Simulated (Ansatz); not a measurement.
**MgI2: a single-point run**

The task is a single-point run on MgI2. The structure is shown as the input types it.

The COD entry's cell or inner coordinates are ideal or old and differ from later refinements, so a difference from it is no clean test against experiment.

Method: density functional or hybrid calculation with the settings of its input, plane waves (as first typed), in Ansatz 0.2.0.

2 further runs of the same task are left out: 1 for a known fault of the program, 1 that didn't finish.

## Step 1: Starting point

Symmetry: P-3m1, No. 164, trigonal system. Conventional cell: a = 4.157 Å, b = 4.157 Å, c = 6.876 Å, α = 90.00°, β = 90.00°, γ = 120.00°. Mg (site symmetry -3m) is surrounded by 6 I at 2.92 Å. I (site symmetry 3m) is surrounded by 3 Mg at 2.92 Å.

Coordinates:

```
Mg I
1.0
     4.15664    0.00000    0.00000
    -2.07832    3.59975    0.00000
     0.00000    0.00000    6.87561
Mg I
1 2
Direct
  0.00000 0.00000 0.00000
  0.33333 0.66667 0.24257
  0.66667 0.33333 0.75743
```

## Step 2: The calculation

Input file input.yaml:

```yaml
crystal:
  lattice:
    - [4.1566377674, 0.0, 0.0]
    - [-2.0783188837, 3.5997539009, 0.0]
    - [0.0, 0.0, 6.8756118848]
  atoms:
    - { symbol: Mg, position: [0.0, 0.0, 0.0] }
    - { symbol: I, position: [0.3333333333, 0.6666666667, 0.2425739818] }
    - { symbol: I, position: [0.6666666667, 0.3333333333, 0.7574260182] }
kpoints:
  mp_grid: { grid: [6, 6, 4] }
hamiltonian:
  xc: r2scan
scf:
  occupations: { method: fixed }
  n_extra_bands: 4
  max_iter: 50
output:
  forces: true
  stress: true
  eigenvalues: true
basis:
  ecutwfc: 120
```

The run is started by

```sh
ansatz run input.yaml --threads 4 --pin off --max-ram 3686MiB --backend cpu --events-out ev --progress --plain --runs-dir out
```

Q: Will this input give a usable result? If not, why, and what should change?

The program finished normally, with warnings (cutoff below recommended). It gives a pressure of -44 GPa, which is large.

The suspect setting: basis.ecutwfc is 120. With so few plane waves the basis is incomplete by a wide margin. The potentials' recommended cutoff is 500 eV.

The test: delete basis.ecutwfc (the default then holds).
